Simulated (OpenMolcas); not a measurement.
# NaBr (SMILES [Na][Br]): BHLYP/aug-cc-pVDZ

Aim: the vertical ionisation energy of NaBr at BHLYP/aug-cc-pVDZ, from 2 runs. 

The calculation is run with OpenMolcas 26.06.

## Step 1: The molecule

NaBr: 2 atoms, total charge 0, spin state singlet. SMILES: `[Na][Br]`. Geometry: relaxed at PBE0-D4/def2-TZVP.

Bond lengths: Na1–Br2 2.507 Å.

## Step 2: The energy at BHLYP/aug-cc-pVDZ

job.input reads:

```
&GATEWAY
 BasLib = $CurrDir
 Coord
 2
 angstrom
 Na       1.067110      -0.379380       0.537360
 Br      -1.067110       0.379380      -0.537360
 Basis = aug-cc-pVDZ
 Group = NoSym

&SEWARD

&SCF
 KSDFT = HYB_GGA_XC_BHANDHLYP
 PrOrbitals = 0
```

The basis set aug-cc-pVDZ is read from a file made from the Basis Set Exchange's data (not shown).

On the command line:

```sh
$ export MOLCAS_MEM=1860
$ pymolcas job.input > job.log
```

Output, shortened:

```text
--- Start Module: gateway ---
[...]
--- Stop Module: gateway /rc=_RC_ALL_IS_WELL_ ---
--- Start Module: seward ---
[...]
      Basis functions           63
--- Stop Module: seward /rc=_RC_ALL_IS_WELL_ ---
[...]
--- Start Module: scf ---
[...]
       Convergence after   9 Iterations
[...]
::    Total KS-DFT energy                           -2736.4849938469
[...]
      Total spin, S                                     0.0000000000
[...]
      Total electronic charge=   46.000000
      Total            charge=   -0.000000
[...]
      Dipole Moment (debye):
      Origin of the operator (angstrom)=   -0.5856    0.2082   -0.2949
                   X=  7.8077E+00               Y= -2.7758E+00               Z=  3.9317E+00           Total=  9.1719E+00
      Quadrupole Moment (debye*angstrom):
[...]
--- Stop Module: scf /rc=_RC_ALL_IS_WELL_ ---
[...]
```

Wall time 3.9 s (1 thread of Arm Neoverse V1, shared host); peak memory 0.4 GiB.

## Step 3: The doublet cation

job.input reads:

```
* BrNa Kohn-Sham DFT

&GATEWAY
  BasLib
  $CurrDir
  Coord
  2
  angstrom
  Na       1.067110      -0.379380       0.537360
  Br      -1.067110       0.379380      -0.537360
  Basis
  aug-cc-pVDZ
  Group
  NoSym

&SEWARD

&SCF
  UHF
  Charge
  1
  Spin
  2
  KSDFT
  HYB_GGA_XC_BHANDHLYP
  PrOrbitals
  0
```

The basis set aug-cc-pVDZ is read from a file made from the Basis Set Exchange's data (not shown).

On the command line:

```sh
$ export MOLCAS_MEM=1860
$ pymolcas job.input > job.log
```

Output, shortened:

```text
--- Start Module: gateway ---
[...]
--- Stop Module: gateway /rc=_RC_ALL_IS_WELL_ ---
--- Start Module: seward ---
[...]
      Basis functions           63
--- Stop Module: seward /rc=_RC_ALL_IS_WELL_ ---
[...]
--- Start Module: scf ---
[...]
       Convergence after  20 Iterations
[...]
::    Total KS-DFT energy                           -2736.1647978125
[...]
      Total spin, S                                     0.5013452565
[...]
      Total electronic charge=   45.000000
      Total            charge=    1.000000
[...]
      Dipole Moment (debye):
      Origin of the operator (angstrom)=   -0.5856    0.2082   -0.2949
                   X=  6.4499E+00               Y= -2.2931E+00               Z=  3.2479E+00           Total=  7.5768E+00
      Center of Charge (angstrom)
[...]
--- Stop Module: scf /rc=_RC_ALL_IS_WELL_ ---
[...]
```

It took 7.5 s on 1 thread of Arm Neoverse V1, shared host; peak memory 0.4 GiB.

## Step 4: Results

Level: BHLYP/aug-cc-pVDZ.

```
                                          quantity           value
                        singlet NaBr: total energy  -2736.48499 Eh
                       singlet NaBr: dipole moment          9.17 D
                         singlet NaBr: HOMO energy        -7.30 eV
                         singlet NaBr: LUMO energy        -1.54 eV
                       singlet NaBr: HOMO–LUMO gap         5.76 eV
                      doublet cation: total energy  -2736.16480 Eh
doublet cation: HOMO energy (highest over α and β)       -15.37 eV
 doublet cation: LUMO energy (lowest over α and β)       -10.29 eV
                              doublet cation: ⟨S²⟩           0.753
vertical ionisation energy (to the doublet cation)        8.713 eV
```

**Reading.** The vertical ionisation energy comes to 8.71 eV (841 kJ/mol). −ε(HOMO) before ionisation, 7.30 eV, is 1.41 eV below this ionisation energy.
